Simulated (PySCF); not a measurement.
# MgHg: from the state search to spectroscopic constants

An exercise on one series of results from a longer session: the logs are not shown, and one member is left open.

Program: PySCF 2.14.0. Level of theory: Mg def2-SVP, Hg def2-SVP with ECP60, scalar-relativistic core potentials. These are calculated values, not measurements.

The first run:

A driver script around PySCF takes these settings:

```
atoms                         : Mg, Hg
charge                        : 0
basis                         : Mg def2-SVP, Hg def2-SVP with ECP60
Hamiltonian                   : scalar-relativistic core potentials
basis functions               : 50
electrons treated             : 32
masses in u                   : 23.9850, 201.9706
levels                        : PBE0, PBE, r²SCAN, M06-2X, BP86, B3LYP, HSE06, HF, MP2, SCS-MP2, CCSD, CCSD(T)
grid                          : 80 radial by 434 angular points
occupations                   : held fixed by the projection of orbital angular momentum
dissociation limit            : Mg + Hg, each in its ground configuration
starting distance in angstrom : 2.730
values of 2S to try           : 0, 2
```

Run with:

```console
$ OMP_NUM_THREADS=1 python dia.py task.json out
```

Among the steps run: The job; The PBE0 curve of the state that the search chose; Other states along the same grid; PBE; r²SCAN (meta-GGA); M06-2X; BP86 (GGA); B3LYP (global hybrid GGA); HSE06; RHF; MP2 and coupled cluster.

One table of the session follows, with a row left open; its other results are not shown here.

| level | Re (Å) | ωe (cm⁻¹) | De (eV) |
| --- | --- | --- | --- |
| RHF-MP2 | 3.869 | 37.0 | 0.059 |
| RHF-SCS-MP2 | 4.194 | 29.1 | 0.037 |
| RHF-CCSD(T) | 4.148 | 29.8 | 0.039 |
| PBE | 3.491 | 59.0 | 0.074 |
| BP86 | 3.533 | 52.2 | 0.034 |
| r²SCAN | 3.496 | 54.4 | 0.070 |
| PBE0 | 3.618 | 49.7 | 0.053 |
| HSE06 | ? | ? | ? |
| M06-2X | 3.875 | 46.8 | 0.048 |

Estimate the missing values for HSE06.

As computed: Re (Å): 3.561; ωe (cm⁻¹): 54.5; De (eV): 0.063. In the column «Re (Å)» it lies between BP86 (3.533) and PBE0 (3.618).

De is counted to Mg + Hg in their ground configurations. No constants: RHF (no minimum is bracketed among the points kept); RHF-CCSD (no minimum is bracketed among the points kept).

To keep in mind: The bond is weak, and basis-set superposition, which was not computed, may be a sizeable part of it.
